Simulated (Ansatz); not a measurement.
# LiSi16: the cost of one run

Method: DFT PBEsol, plane waves, PAW, scalar-relativistic, collinear spin, in Ansatz 0.2.0.

1 further run of the same task is left out (it didn't finish).

### Step 1. The system as given

The cell holds 17 atoms (LiSi16): a = 7.679 Å, b = 7.679 Å, c = 7.679 Å, α = 60.00°, β = 60.00°, γ = 60.00°.

Coordinates:

```
CELL_PARAMETERS angstrom
0.00000 5.43000 5.43000
5.43000 0.00000 5.43000
5.43000 5.43000 0.00000
ATOMIC_POSITIONS crystal
Si 0.00000 0.00000 0.00000
Si 0.12500 0.12500 0.12500
Si 0.00000 0.00000 0.50000
Si 0.12500 0.12500 0.62500
Si 0.00000 0.50000 0.00000
Si 0.12500 0.62500 0.12500
Si 0.00000 0.50000 0.50000
Si 0.12500 0.62500 0.62500
Si 0.50000 0.00000 0.00000
Si 0.62500 0.12500 0.12500
Si 0.50000 0.00000 0.50000
Si 0.62500 0.12500 0.62500
Si 0.50000 0.50000 0.00000
Si 0.62500 0.62500 0.12500
Si 0.50000 0.50000 0.50000
Si 0.62500 0.62500 0.62500
Li 0.25791 0.26043 0.74409
```

### Step 2. End point A

Input file input.yaml:

```yaml
crystal:
  lattice:
    - [0.0, 5.43, 5.43]
    - [5.43, 0.0, 5.43]
    - [5.43, 5.43, 0.0]
  atoms:
    - { symbol: Si, position: [0.0, 0.0, 0.0] }
    - { symbol: Si, position: [0.125, 0.125, 0.125] }
    - { symbol: Si, position: [0.0, 0.0, 0.5] }
    - { symbol: Si, position: [0.125, 0.125, 0.625] }
    - { symbol: Si, position: [0.0, 0.5, 0.0] }
    - { symbol: Si, position: [0.125, 0.625, 0.125] }
    - { symbol: Si, position: [0.0, 0.5, 0.5] }
    - { symbol: Si, position: [0.125, 0.625, 0.625] }
    - { symbol: Si, position: [0.5, 0.0, 0.0] }
    - { symbol: Si, position: [0.625, 0.125, 0.125] }
    - { symbol: Si, position: [0.5, 0.0, 0.5] }
    - { symbol: Si, position: [0.625, 0.125, 0.625] }
    - { symbol: Si, position: [0.5, 0.5, 0.0] }
    - { symbol: Si, position: [0.625, 0.625, 0.125] }
    - { symbol: Si, position: [0.5, 0.5, 0.5] }
    - { symbol: Si, position: [0.625, 0.625, 0.625] }
    - { symbol: Li, position: [0.2579138, 0.2604329, 0.7440914], spin: 1.0 }
magnetization:
  spin_polarized: true
basis:
  ecutwfc: 420.0
kpoints:
  mp_grid: { grid: [2, 2, 2] }
hamiltonian:
  xc: pbesol
scf:
  occupations: { method: gaussian, width: 0.05 }
  lower_state_search: "off"
relax:
  f_tol: 0.03
  max_steps: 60
  adjacent_minimum: "off"
```

The run is started by

```
ansatz run input.yaml --threads 2 --pin off --max-ram 5120MiB --backend cpu --events-out ev --progress --plain --runs-dir out
```

Q: Estimate wall time and peak memory on 2 threads of Intel Xeon Platinum 8488C (Sapphire Rapids), shared host.

About 26 s, with a peak of 0.78 GiB.
